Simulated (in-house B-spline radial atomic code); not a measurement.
**Tl⁸⁰⁺: ionisation energy by several methods**

How far do functionals differ on the ionisation energy of Tl⁸⁰⁺? Each run solves Tl⁸⁰⁺ and then the next ion (bare nucleus).

Program: in-house B-spline radial atomic code version 1. Level of theory: scalar-relativistic (X2C), several functionals, spin-polarised; spherical all-electron atom at the radial basis limit. These are calculated values, not measurements, unless marked.

## (1) The system

- element: thallium (Z = 81)
- charge: +80
- electrons: 1
- configuration: 1s1
- nucleus: Fermi, rms radius 5.476 fm

Where spins are not typed, each open shell is filled with up spins first.

## (2) CAM-B3LYP

The run's settings:

```ini
Z = 81
electrons = 1.0
configuration = 1s1
hamiltonian = x2c
method = camb3lyp
spin_polarised = True
nucleus = fermi
rms_radius = 5.4759
mass_number = 205
atomic_mass = 204.974427318
speed_of_light = 137.035999084
```

## (3) BHandHLYP

The settings differ from step 2 so:

```diff
@@ -4,3 +4,3 @@
 hamiltonian = x2c
-method = camb3lyp
+method = bhandhlyp
 spin_polarised = True
```

## (4) OLYP

The settings differ from step 3 so:

```diff
@@ -4,3 +4,3 @@
 hamiltonian = x2c
-method = bhandhlyp
+method = optx,lyp
 spin_polarised = True
```

## (5) Hartree-Fock

The settings differ from step 4 so:

```diff
@@ -4,3 +4,3 @@
 hamiltonian = x2c
-method = optx,lyp
+method = hf
 spin_polarised = True
```

## (6) PW91

The settings differ from step 5 so:

```diff
@@ -4,3 +4,3 @@
 hamiltonian = x2c
-method = hf
+method = pw91,pw91
 spin_polarised = True
```

## (7) BP86

The settings differ from step 6 so:

```diff
@@ -4,3 +4,3 @@
 hamiltonian = x2c
-method = pw91,pw91
+method = b88,p86
 spin_polarised = True
```

Q: The tabulated ionisation energy is 98592.1 ± 0.25 eV (tabulated theoretical; NIST Atomic Spectra Database). What does each method give, and which comes nearest?

The runs gave:

| method | rung | total energy (hartree) | ΔSCF (eV) | −ε highest (eV) | ΔSCF less tabulated (eV) |
| --- | --- | --- | --- | --- | --- |
| OLYP | GGA | -3630.0814 | 98779.5 | 98142.7 (1s up) | +187.4 |
| PW91 | GGA | -3629.9384 | 98775.7 | 98150.1 (1s up) | +183.5 |
| BP86 | GGA | -3630.2787 | 98784.9 | 98154.4 (1s up) | +192.8 |
| BHandHLYP | global hybrid | -3629.8194 | 98772.4 | 98457.1 (1s up) | +180.3 |
| CAM-B3LYP | range-separated hybrid | -3630.0305 | 98778.2 | 98270.2 (1s up) | +186.0 |
| Hartree-Fock | Hartree-Fock | -3629.4443 | 98762.2 | 98762.2 (1s up) | +170.1 |

What this shows: The tabulated ionisation energy is 98592.1 ± 0.25 eV (tabulated theoretical; NIST Atomic Spectra Database). Hartree-Fock comes nearest (+170.1 eV) and BP86 is farthest (+192.8 eV, 0.20 %). Mean absolute error by rung (exchange-only levels left out): GGA 187.92 eV, global hybrid 180.30 eV, range-separated hybrid 186.04 eV, Hartree-Fock 170.09 eV. All methods miss on the same side by much the same amount, which points to something that they share. Relativistic terms that these runs lack can be as large as the gaps between close methods, so the nearest may be so by luck. Spin-orbit coupling is left out.

Members of this set that are not shown: 1 did not converge.
